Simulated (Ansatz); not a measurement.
LaMg6Sb:

```
La Sb Mg
1.0
     5.00369    0.00000    0.00000
     0.00000    3.26201    6.33513
     0.00000   -3.26201    6.33513
La Sb Mg
1 1 6
Direct
  0.00000 0.80749 0.80749
  0.50000 0.63464 0.63464
  0.50000 0.20321 0.20321
  0.50000 0.18093 0.68535
  0.50000 0.68535 0.18093
  0.00000 0.35083 0.35083
  0.00000 0.29898 0.83856
  0.00000 0.83856 0.29898
```

The cell comes from a database or a generator and needn't be the stable form of this composition.

| Quantity | Value |
| --- | --- |
| Program | Ansatz 0.2.0 |
| Task | single point |
| Functional | PBE |
| Potentials or basis | Ansatz PAW |
| Cutoff | 420 eV (not typed: the program's choice for these potentials) |
| k mesh | 6 × 5 × 5 |
| Occupations | fermi-dirac, width 0.05 eV |
| Spin | no spin polarisation |

On this cell: pressure -0.1 GPa; largest force 0.042 eV/Å; band gap on the k mesh none (metal or under the smearing width).

The same run follows on a disturbed copy (atoms moved at random, drawn with an rms of 0.05 Å):

```xyz
8
Lattice="5.0037 0.0000 0.0000 0.0000 3.2620 6.3351 0.0000 -3.2620 6.3351" Properties=species:S:1:pos:R:3 pbc="T T T"
La   -0.0144   -0.0078   10.1826
Sb    2.5177   -0.0495    8.0591
Mg    2.4718    0.0090    2.6181
Mg    2.4598   -1.6790    5.5075
Mg    2.5349    1.6171    5.4422
Mg    0.0177    0.0098    4.4527
Mg   -0.0357   -1.8141    7.2597
Mg    0.0386    1.7291    7.2354
```

Task: What changes?

Result: The energy (extrapolated to zero smearing) moves by +4.0 meV/atom; pressure -0.1 GPa; largest force 0.359 eV/Å; band gap on the k mesh none (metal or under the smearing width).

Forces in eV/Å, atoms in the order of the input:
```
La   0.100  0.031  0.343
Sb  -0.080  0.080 -0.197
Mg   0.076 -0.055 -0.056
Mg   0.078  0.018 -0.009
Mg  -0.058 -0.001  0.146
Mg  -0.099 -0.105  0.063
Mg   0.023 -0.017 -0.139
Mg  -0.041  0.049 -0.151
```

Stress tensor (GPa, compression positive):
```
-0.07  0.02 -0.04
 0.02 -0.22  0.20
-0.04  0.20  0.09
```
